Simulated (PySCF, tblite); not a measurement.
# C₃H₆B₂F₄: geometry, infrared bands and NMR shifts

Wanted: the infrared bands and NMR shifts of C₃H₆B₂F₄ (`CB[C@H](B(F)F)C(F)F`), by calculation.

Programs: tblite 0.8.0 and PySCF 2.14.0, with density-fitted response routines of our own. Each step states its level of theory. These are calculated values for one molecule in the gas phase, unless marked as measured. Atoms are numbered from 0 throughout.

## 1. The starting structure

15 atoms, charge 0, multiplicity 1; geometry from: force field or distance geometry start.

Bonds of the start (Å): C0–B1 1.58, B1–C2 1.62, C2–B3 1.60, B3–F4 1.43, B3–F5 1.45, C2–C6 1.53, C6–F7 1.39, C6–F8 1.39, C0–H9 1.12, C0–H10 1.12, C0–H11 1.11, B1–H12 1.17, C2–H13 1.11, C6–H14 1.11.

## 2. Optimising the geometry with GFN2-xTB

What the job is given:

```
{"job": {"kind": "relax", "xc": "GFN2-xTB", "basis": "xTB"}, "charge": 0, "multiplicity": 1}
C     -2.160500    -0.629900    -0.068000
B     -0.878600     0.197000    -0.491500
C      0.512800    -0.013900     0.308000
B      0.901900     1.377200     0.994900
F      1.195600     2.535100     0.209800
F      0.975900     1.452200     2.441100
C      1.612400    -0.494500    -0.642500
F      2.796500    -0.676100     0.068800
F      1.257100    -1.709300    -1.210000
H     -2.439200    -0.394200     0.988800
H     -3.017000    -0.351200    -0.732100
H     -1.971000    -1.716900    -0.162700
H     -0.934900     0.954100    -1.375800
H      0.355800    -0.771400     1.098000
H      1.788800     0.249900    -1.448500
```

Command:

```
$ OMP_NUM_THREADS=1 python probes_run.py task.json out
```

This one command runs all jobs of the session in turn.

The log of the run:

```text
step      E/eV     max force
  0    -842.07373    3.741
  1    -842.51607    2.440
  2    -842.67428    3.077
  3    -842.76364    0.741
  4    -842.78712    0.349
  5    -842.80033    0.192
  6    -842.80288    0.166
  7    -842.80778    0.146
  8    -842.80954    0.164
  9    -842.81221    0.108
 10    -842.81425    0.105
 11    -842.81638    0.107
 12    -842.81786    0.096
 13    -842.81906    0.090
 14    -842.82034    0.104
 15    -842.82213    0.121
 16    -842.82432    0.150
 17    -842.82660    0.107
 18    -842.82889    0.129
 19    -842.83151    0.147
 20    -842.83440    0.190
 21    -842.83695    0.162
 22    -842.83860    0.083
 23    -842.83976    0.095
 24    -842.84112    0.142
 25    -842.84323    0.200
 26    -842.84631    0.197
 27    -842.85000    0.194
 28    -842.85361    0.218
 29    -842.85519    0.355
 30    -842.85883    0.279
 31    -842.86149    0.183
 32    -842.86584    0.188
 33    -842.86695    0.091
 34    -842.86844    0.084
 35    -842.86996    0.065
 36    -842.87093    0.086
 37    -842.87201    0.103
 38    -842.87281    0.100
 39    -842.87355    0.093
 40    -842.87454    0.084
 41    -842.87616    0.082
 42    -842.87738    0.087
 43    -842.87867    0.081
 44    -842.87959    0.075
 45    -842.88025    0.075
 46    -842.88063    0.122
 47    -842.88123    0.060
 48    -842.88186    0.052
 49    -842.88235    0.058
 50    -842.88291    0.059
 51    -842.88359    0.053
 52    -842.88427    0.053
 53    -842.88488    0.062
 54    -842.88543    0.055
 55    -842.88599    0.046
 56    -842.88661    0.053
 57    -842.88716    0.043
 58    -842.88750    0.042
 59    -842.88777    0.040
 60    -842.88810    0.037
 61    -842.88855    0.045
 62    -842.88904    0.042
 63    -842.88949    0.047
 64    -842.88999    0.056
 65    -842.89074    0.071
 66    -842.89199    0.115
 67    -842.89400    0.162
 68    -842.89634    0.176
 69    -842.89818    0.121
 70    -842.89935    0.097
 71    -842.90009    0.067
 72    -842.90043    0.051
 73    -842.90073    0.032
 74    -842.90092    0.034
 75    -842.90114    0.057
 76    -842.90150    0.065
 77    -842.90199    0.044
 78    -842.90244    0.041
 79    -842.90269    0.047
 80    -842.90304    0.044
 81    -842.90332    0.035
 82    -842.90351    0.025
 83    -842.90363    0.036
 84    -842.90381    0.048
 85    -842.90404    0.050
 86    -842.90422    0.036
 87    -842.90442    0.033
 88    -842.90458    0.030
 89    -842.90474    0.030
 90    -842.90489    0.028
 91    -842.90508    0.030
 92    -842.90520    0.031
 93    -842.90530    0.030
 94    -842.90536    0.021
 95    -842.90538    0.012
 96    -842.90540    0.013
 97    -842.90543    0.014
 98    -842.90546    0.016
 99    -842.90549    0.013
100    -842.90551    0.010
101    -842.90552    0.010
102    -842.90553    0.010
103    -842.90555    0.011
104    -842.90558    0.011
105    -842.90560    0.013
106    -842.90562    0.013
107    -842.90565    0.019
108    -842.90569    0.020
109    -842.90573    0.015
110    -842.90576    0.010
```

It took 1.9 s on 1 thread of Intel Xeon at 2.50GHz, shared host; peak memory 0.18 GiB.

Along the way: (not every step is listed)

| step | energy from step 0 (eV) | largest force (eV/Å) |
| --- | --- | --- |
| 0 | 0.0000 | 3.7408 |
| 1 | -0.4423 | 2.4401 |
| 2 | -0.6005 | 3.0769 |
| 3 | -0.6899 | 0.7408 |
| 4 | -0.7134 | 0.3489 |
| 5 | -0.7266 | 0.1915 |
| 6 | -0.7292 | 0.1657 |
| 7 | -0.7341 | 0.1458 |
| 8 | -0.7358 | 0.1636 |
| 17 | -0.7529 | 0.1068 |
| 26 | -0.7726 | 0.1973 |
| 35 | -0.7962 | 0.0650 |
| 44 | -0.8059 | 0.0753 |
| 53 | -0.8111 | 0.0621 |
| 62 | -0.8153 | 0.0417 |
| 71 | -0.8264 | 0.0674 |
| 80 | -0.8293 | 0.0444 |
| 89 | -0.8310 | 0.0298 |
| 98 | -0.8317 | 0.0163 |
| 105 | -0.8319 | 0.0132 |
| 106 | -0.8319 | 0.0135 |
| 107 | -0.8319 | 0.0185 |
| 108 | -0.8320 | 0.0197 |
| 109 | -0.8320 | 0.0151 |
| 110 | -0.8320 | 0.0102 |

Close pairs (by a distance rule), those that changed most:

```
  bond  before (Å)  after (Å)  change (Å)
 B3–F5       1.450      1.314      -0.136
 B3–F4       1.429      1.315      -0.114
 C6–F7       1.393      1.360      -0.033
 C0–H9       1.118      1.087      -0.031
C0–H10       1.119      1.088      -0.031
 C6–F8       1.387      1.358      -0.029
 B1–C2       1.619      1.595      -0.023
 C0–B1       1.583      1.561      -0.022
```

The final coordinates are the input of the step that follows.

## 3. Harmonic vibrations with GFN2-xTB

What the job is given:

```
{"job": {"kind": "ir", "xc": "GFN2-xTB", "basis": "xTB"}, "charge": 0, "multiplicity": 1}
C     -2.163402    -0.406330     0.134272
B     -0.826673    -0.075650    -0.600712
C      0.552122    -0.125582     0.200290
B      0.684919     1.233937     0.995019
F      1.353306     2.268799     0.534197
F      0.075169     1.442880     2.140480
C      1.748573    -0.373483    -0.705379
F      2.886414    -0.537859     0.021585
F      1.599048    -1.532123    -1.398582
H     -2.105256    -0.354028     1.218343
H     -2.992884     0.214464    -0.197636
H     -2.447826    -1.429506    -0.119980
H     -0.807569     0.195725    -1.737930
H      0.507227    -0.943829     0.926159
H      1.932420     0.430574    -1.432037
```

The log of the run:

```text
mode    cm-1     km/mol
  1      48.6      0.74
  2      52.7      0.64
  3      63.3      2.27
  4      97.3      1.93
  5     110.3      1.76
  6     154.1      0.39
  7     166.7      7.66
  8     284.3      0.73
  9     324.7      5.61
 10     378.7     10.56
 11     454.7     24.12
 12     475.4     38.69
 13     515.0     21.46
 14     542.4      9.11
 15     594.2     10.81
 16     767.1     27.58
 17     819.8     42.24
 18     840.6     60.01
 19     961.3      7.00
 20     994.7     54.24
 21    1011.1     50.23
 22    1037.0    166.79
 23    1056.0    191.71
 24    1095.5    142.92
 25    1142.2    284.89
 26    1194.4    183.11
 27    1258.7    226.89
 28    1265.7     40.03
 29    1292.4    267.78
 30    1325.1    267.57
 31    1376.5     44.73
 32    1460.0      6.08
 33    1481.3      2.18
 34    2659.1     96.21
 35    2910.2     26.12
 36    2950.6      9.28
 37    2984.8      6.84
 38    3034.1     12.15
 39    3047.3     20.66
```

It took 1.2 s on 1 thread of Intel Xeon at 2.50GHz, shared host; peak memory 0.18 GiB.

Which atoms move in the most intense modes:

| cm⁻¹ | km/mol | atoms |
| --- | --- | --- |
| 1037 | 166.8 | C6 25 %, B1 18 %, H9 14 %, C0 14 % |
| 1056 | 191.7 | H13 52 %, C2 13 % |
| 1096 | 142.9 | C6 42 %, C2 22 %, H13 14 % |
| 1142 | 284.9 | B1 40 %, H12 20 %, H13 13 % |
| 1194 | 183.1 | H13 29 %, H14 22 %, B3 18 % |
| 1259 | 226.9 | B3 45 %, H14 25 % |
| 1292 | 267.8 | B3 59 %, F4 13 %, H14 10 % |
| 1325 | 267.6 | H13 24 %, H14 23 %, B3 19 %, C2 16 % |

## 4. Nuclear shieldings: PBE0/pcSseg-1

Same as in step 3 but for these lines:

```diff
@@ -1,2 +1,2 @@
-{"job": {"kind": "ir", "xc": "GFN2-xTB", "basis": "xTB"}, "charge": 0, "multiplicity": 1}
+{"job": {"kind": "nmr", "xc": "PBE0", "basis": "pcSseg-1"}, "charge": 0, "multiplicity": 1}
 C     -2.163402    -0.406330     0.134272
```

Method: GIAO PBE0/pcSseg-1 NMR shielding, non-relativistic, gas phase.

The log of the run:

```text
coarse grid: 13496 points
cycle   1  E = -566.2805865557  dE =  1.028e+00  |g| = 9.298e-01  |ddm| = 3.308e+00
cycle   2  E = -566.1638891880  dE =  1.167e-01  |g| = 1.309e+00  |ddm| = 1.218e+00
cycle   3  E = -566.4265482706  dE = -2.627e-01  |g| = 9.135e-02  |ddm| = 7.298e-01
cycle   4  E = -566.4281257534  dE = -1.577e-03  |g| = 3.531e-02  |ddm| = 8.669e-02
cycle   5  E = -566.4284021429  dE = -2.764e-04  |g| = 4.740e-03  |ddm| = 2.902e-02
cycle   6  E = -566.4284061087  dE = -3.966e-06  |g| = 1.755e-03  |ddm| = 4.731e-03
final grid: 134688 points
cycle   7  E = -566.5005672294  dE = -8.137e-05  |g| = 8.348e-03  |ddm| = 2.559e-02
cycle   8  E = -566.5005606573  dE =  6.572e-06  |g| = 1.061e-02  |ddm| = 1.247e-02
cycle   9  E = -566.5005813766  dE = -2.072e-05  |g| = 1.005e-03  |ddm| = 6.612e-03
cycle  10  E = -566.5005815285  dE = -1.520e-07  |g| = 2.840e-04  |ddm| = 7.932e-04
cycle  11  E = -566.5005815422  dE = -1.369e-08  |g| = 6.954e-05  |ddm| = 1.877e-04
cycle  12  E = -566.5005815431  dE = -8.531e-10  |g| = 2.188e-05  |ddm| = 5.702e-05
converged SCF energy = -566.5005815431

GIAO shielding tensors (ppm)
atom      isotropic    diamagn.    paramagn.     s11        s22        s33       span
  0 C      170.623     253.162     -82.539    142.143    178.828    190.898     48.755
  1 B       13.721     191.577    -177.856    -60.184    -22.750    124.096    184.280
  2 C      132.708     261.712    -129.004     96.936    139.486    161.701     64.765
  3 B       75.428     194.347    -118.920     55.617     81.815     88.852     33.235
  4 F      235.604     467.585    -231.981     50.034    286.721    370.058    320.024
  5 F      233.733     468.337    -234.604     58.272    290.538    352.388    294.116
  6 C       62.150     239.736    -177.586     41.775     64.218     80.456     38.681
  7 F      291.755     471.512    -179.757    192.333    333.695    349.236    156.904
  8 F      299.149     473.243    -174.094    188.086    341.460    367.899    179.813
  9 H       30.181      31.969      -1.788     26.518     30.529     33.496      6.979
 10 H       30.300      29.269       1.031     26.813     27.863     36.223      9.409
 11 H       30.870      29.245       1.625     26.855     28.663     37.092     10.237
 12 H       23.843      30.720      -6.877     17.417     26.406     27.706     10.289
 13 H       28.669      34.031      -5.362     25.573     29.583     30.850      5.278
 14 H       24.844      28.693      -3.850     22.571     24.872     27.089      4.518
```

Wall time 65 s (1 thread of Intel Xeon at 2.50GHz, shared host); peak memory 0.82 GiB.

The references, computed at this level on geometries of the same kind, shield at (ppm): 1H TMS 31.72, 13C TMS 186.9, 19F CFCl3 170.9, 11B BF3·OEt2 100.1. Their shielding less the atom's gives the shift. The references are single molecules in the gas phase, so shifts against H2O, NH3, PH3, H3PO4 or CFCl3 are not on the usual liquid scales and can be off by tens of ppm. Atoms listed in one row are averaged.

```
       atoms                              environment  σ (ppm)  δ (ppm)  δ scaled to CDCl3
          C6                     sp3 CH bonded to 2 F     62.1    124.8              119.9
          C2                     sp3 CH bonded to 2 B    132.7     54.2               51.0
          C0                methyl carbon bonded to B    170.6     16.3               14.0
         H12        hydrogen on a boron bonded to 2 C    23.84     7.87                  –
         H14      hydrogen on an sp3 CH bonded to 2 F    24.84     6.87               6.59
         H13      hydrogen on an sp3 CH bonded to 2 B    28.67     3.05               2.98
H9, H10, H11  hydrogen on a methyl carbon bonded to B    30.45     1.27               1.30
          B1                   boron bonded to 2 C, H     13.7     86.3                  –
          B3                   boron bonded to C, 2 F     75.4     24.6                  –
      F4, F5                     fluorine bonded to B    234.7    -63.7                  –
          F7                  fluorine of a CF2 group    291.8   -120.8                  –
          F8                  fluorine of a CF2 group    299.1   -128.2                  –
```

The scaled column applies a straight-line fit of computed shieldings to shifts measured in CDCl3, and one for carbons that bear F (root-mean-square error 0.16 ppm for H, 1.9 ppm for C).

The run also stored atomic charges by several schemes (e):

| atoms | Mulliken | IAO | Hirshfeld | ESP fit |
| --- | --- | --- | --- | --- |
| C0 | -0.52 | -0.58 | -0.19 | -0.63 |
| B1 | 0.30 | 0.22 | 0.19 | 0.59 |
| C2 | -0.72 | -0.47 | -0.19 | -0.58 |
| B3 | 0.80 | 0.75 | 0.32 | 0.73 |
| F4, F5 | -0.28 | -0.31 | -0.13 | -0.29 |
| C6 | 0.58 | 0.46 | 0.15 | 0.48 |
| F7 | -0.31 | -0.31 | -0.11 | -0.25 |
| F8 | -0.30 | -0.31 | -0.11 | -0.24 |

Mayer bond orders: C0–B1 1.08, B1–C2 0.92, C2–B3 0.92, B3–F4 1.13, B3–F5 1.12, C2–C6 1.01, C6–F7 0.94, C6–F8 0.94.

## 5. Results

| quantity | value |
| --- | --- |
| strongest single infrared mode (GFN2-xTB) | 1142 cm⁻¹, 285 km/mol |
| zero-point energy (GFN2-xTB) | 60.4 kcal/mol |
| 13C shifts against TMS (PBE0/pcSseg-1) | 124.8, 54.2, 16.3 ppm |
| 1H shifts against TMS (PBE0/pcSseg-1, means over atoms taken as alike) | 7.87, 6.87, 3.05, 1.27 ppm |
| 11B shifts against BF3·OEt2 (PBE0/pcSseg-1) | 86.3, 24.6 ppm |
| 19F shifts against CFCl3 (PBE0/pcSseg-1, means over atoms taken as alike) | -63.7, -120.8, -128.2 ppm |

**Reading.** Relaxing lowered the energy by 0.832 eV in 110 steps; the close pair that moved most is B3–F5, from 1.450 to 1.314 Å. All 39 modes are real, so the xTB geometry is a minimum. The strongest single mode, at 1142 cm⁻¹, is carried by B1, H12, H13. Unscaled tight-binding wavenumbers are off by several per cent, some by more. Its intensities can rank the bands wrongly. At PBE0/pcSseg-1: Shielding is most anisotropic at F4, F5 (span 307 ppm, paramagnetic term -233 ppm).
